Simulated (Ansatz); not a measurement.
# C2H3FO2Zr: the cost of one run

Computed with Ansatz 0.2.0, Gaussian basis. Level: the settings change from run to run.

## Step 1: The relaxed structure

An earlier PBE0-D4 in a triple-zeta def2 set relaxation fixed the geometry. Zr takes a core potential in def2 sets; no spin-orbit term is included.

9 atoms, charge 0, spin multiplicity 1.

Atoms are counted from 1 here; the program's logs count them from 0.

Bond lengths: C1–C2 1.215 Å, C1–H7 1.067 Å, C2–Zr3 2.203 Å, Zr3–O4 1.906 Å, Zr3–O5 1.905 Å, Zr3–F6 1.909 Å, O4–H8 0.953 Å, O5–H9 0.953 Å. Angles: C2–C1–H7 179.9°, C1–C2–Zr3 178.8°, C2–Zr3–O4 107.9°, C2–Zr3–O5 107.9°, C2–Zr3–F6 109.4°, O4–Zr3–O5 112.3°, O4–Zr3–F6 109.7°, O5–Zr3–F6 109.7°, Zr3–O4–H8 169.0°, Zr3–O5–H9 169.7°.

## Step 2: B97/def2-mTZVP

in.yaml

```yaml
crystal:
  periodic: [false, false, false]
  atoms:
    - {symbol: C, position_ang: [2.423932, -0.441687, -1.183098]}
    - {symbol: C, position_ang: [1.326690, -0.161583, -0.742964]}
    - {symbol: Zr, position_ang: [-0.667068, 0.377907, 0.022136]}
    - {symbol: O, position_ang: [-1.766950, -1.175984, -0.062238]}
    - {symbol: O, position_ang: [-0.456175, 1.017671, 1.804417]}
    - {symbol: F, position_ang: [-1.413983, 1.753350, -1.070359]}
    - {symbol: H, position_ang: [3.387367, -0.686366, -1.571109]}
    - {symbol: H, position_ang: [-2.354951, -1.913651, 0.070483]}
    - {symbol: H, position_ang: [-0.478862, 1.230342, 2.732722]}
basis:
  gaussian: {orbitals: def2-mTZVP}
hamiltonian: {xc: {name: B97}}
output: {forces: true}
```

Launch:

```bash
> ansatz run in.yaml --threads 4 --pin off --events-out ev --progress --plain --max-ram 10444MiB
```

What time and memory should one allow on 4 threads of Arm Neoverse V1, shared host?

About 6 s, with a peak of 0.44 GiB.
